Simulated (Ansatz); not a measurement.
# CuN+ (quartet): wave-function methods side by side, def2-QZVPP

An exercise on one series of results from a longer session: the logs are not shown, and one member is left open.

Program: Ansatz 0.2.0, Gaussian basis. Level of theory: def2-QZVPP, core rule «outside noble gas», up to 10 orbitals frozen. These are calculated values, not measurements.

Plan: UHF; ROHF; CCSD(T) on UHF.

2 further runs of the same task are left out: 2 set aside as unsound or not needed.

### What is computed

The geometry is a PBE0/def2-TZVP stationary point (not a proven minimum) of the parent state, kept for this charge and spin.

2 atoms, charge 1, spin multiplicity 4.

Atoms are counted from 1 here; the program's logs count them from 0.

Bond lengths: Cu1–N2 1.810 Å.

As a file:

```csv
atom,x (Å),y (Å),z (Å)
Cu1,0.0000,0.0000,0.0000
N2,0.0000,0.0000,1.8102
```

Set-up of the first run:

in.yaml

```yaml
crystal:
  periodic: [false, false, false]
  atoms:
    - {symbol: Cu, position_ang: [0.000000, 0.000000, 0.000000]}
    - {symbol: N, position_ang: [0.000000, 0.000000, 1.810200]}
basis:
  gaussian: {orbitals: "def2-QZVPP.json"}
total_charge: 1
magnetization: {spin_polarized: true, initial_magnetization: 3}
hamiltonian: {xc: hf}
output: {orbitals: {seedname: orbitals}}
```

Run with:

```sh
$ ansatz run in.yaml --threads 1 --pin off --events-out ev --progress --plain --max-ram 4096MiB --backend cpu
```

Among the steps run: UHF; ROHF; CCSD(T) on UHF.

One table of the session follows, with a row left open; its other results are not shown here.

It belongs to the step «Misses and costs». 

| method | from UCCSD(T) (kJ/mol) |
| --- | --- |
| ROHF | +1538.8 |
| UHF | +1525.5 |
| UMP2 | ? |
| UCCSD | +64.3 |
| UCCSD(T) | 0 |

**Question.** Estimate the row for UMP2.

**Answer.** from UCCSD(T) (kJ/mol): -64.3. In the column «from UCCSD(T) (kJ/mol)» it is the lowest.
